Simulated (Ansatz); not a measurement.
# RuCH2 (quintet): geometry optimisation

Where does this start of RuCH2 (quintet) end when it is relaxed?

Program: Ansatz 0.2.0, Gaussian basis. Level of theory: UKS PBE0/def2-TZVP. These are calculated values, not measurements.

## (1) The system as given

4 atoms, charge 0, spin multiplicity 5.

Atoms are counted from 1 here; the program's logs count them from 0.

Bond lengths: Ru1–C2 2.045 Å, C2–H3 1.092 Å, C2–H4 1.092 Å. Angles: Ru1–C2–H3 123.0°, Ru1–C2–H4 123.0°, H3–C2–H4 114.0°.

The start was built by rule and, where that kept it together, relaxed with GFN2-xTB. Sticks and bond lists go by distance. No spin-orbit coupling is included. Elements past krypton take def2 core potentials.

## (2) The run

Contents of in.yaml:

```yaml
crystal:
  periodic: [false, false, false]
  atoms:
    - {symbol: Ru, position_ang: [-0.259671, -0.001045, -0.000527]}
    - {symbol: C, position_ang: [1.785673, 0.007184, 0.003623]}
    - {symbol: H, position_ang: [2.376315, 0.925252, 0.002174]}
    - {symbol: H, position_ang: [2.383672, -0.906103, 0.007484]}
basis:
  gaussian: {orbitals: def2-TZVP}
magnetization: {spin_polarized: true, initial_magnetization: 4}
hamiltonian: {xc: pbe0}
relax: {f_tol: 0.004, max_steps: 80}
```

Command:

```sh
ansatz run in.yaml --threads 1 --pin off --events-out ev --progress --plain --max-ram 2176MiB
```

Before running it: what results should come out? Wanted: energy gained; shift from the start; total energy; dipole moment; ⟨S²⟩.

As calculated:

| quantity | value |
| --- | --- |
| steps | 7 |
| energy gained | 0.183 eV |
| shift from the start (rms) | 0.091 Å |
| total energy | -3646.9278 eV |
| dipole moment | 2.15 D |
| ⟨S²⟩ | 6.011 |

In words: The bonds of the start are those of the end. Ru1–C2 went from 2.045 to 1.886 Å. No vibrations were run, so this is a stationary point, not a proven minimum, and this spin need not be the ground state's.
